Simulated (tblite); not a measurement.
# C2H11FO2Si3: the cost of one run

The runs use tblite 0.8.0 and PySCF 2.14.0, with density-fitted response routines of our own; the level of theory stands in each step. All values are computed, except where a source is named. Atoms are numbered from 0 throughout.

**1. The starting structure**

19 atoms, charge 0, multiplicity 1; geometry from: force field or distance geometry start.

Bonds of the start (Å): C0–O1 1.42, O1–Si2 1.66, Si2–F3 1.62, Si2–O4 1.66, O4–C5 1.43, Si2–Si6 2.30, Si6–Si7 2.29, C0–H8 1.09, C0–H9 1.08, C0–H10 1.10, C5–H11 1.09, C5–H12 1.09, C5–H13 1.10, Si6–H14 1.50, Si6–H15 1.48, Si7–H16 1.49, Si7–H17 1.48, Si7–H18 1.49.

**2. Relaxing the molecule with GFN2-xTB**

Job settings and geometry (Å):

```
{"job": {"kind": "relax", "xc": "GFN2-xTB", "basis": "xTB"}, "charge": 0, "multiplicity": 1}
C      0.855000     2.339900     1.288500
O      0.093300     1.142300     1.273600
Si     0.342900     0.070700     0.030400
F      0.106100     0.889300    -1.348600
O      1.913100    -0.453400     0.044400
C      2.551800    -0.687900    -1.208500
Si    -1.125400    -1.700700     0.162300
Si    -3.177900    -0.708200    -0.002200
H      0.631600     2.950400     0.407400
H      1.918100     2.143600     1.359900
H      0.553700     2.915700     2.173100
H      2.029600    -1.456100    -1.787900
H      2.641500     0.239100    -1.776800
H      3.571800    -1.054500    -1.003700
H     -0.995600    -2.447400     1.453200
H     -0.910000    -2.676200    -0.936200
H     -3.327300     0.008600    -1.297100
H     -3.428900     0.238400     1.105100
H     -4.253200    -1.744300     0.055800
```

On the command line:

```
OMP_NUM_THREADS=1 python probes_run.py task.json out
```

The driver reads the jobs from task.json and runs them one after another.

Q: Estimate the wall time and peak memory of this first job on 1 thread of Arm Neoverse N1, shared host.

About 1.9 s, with a peak of 0.18 GiB.
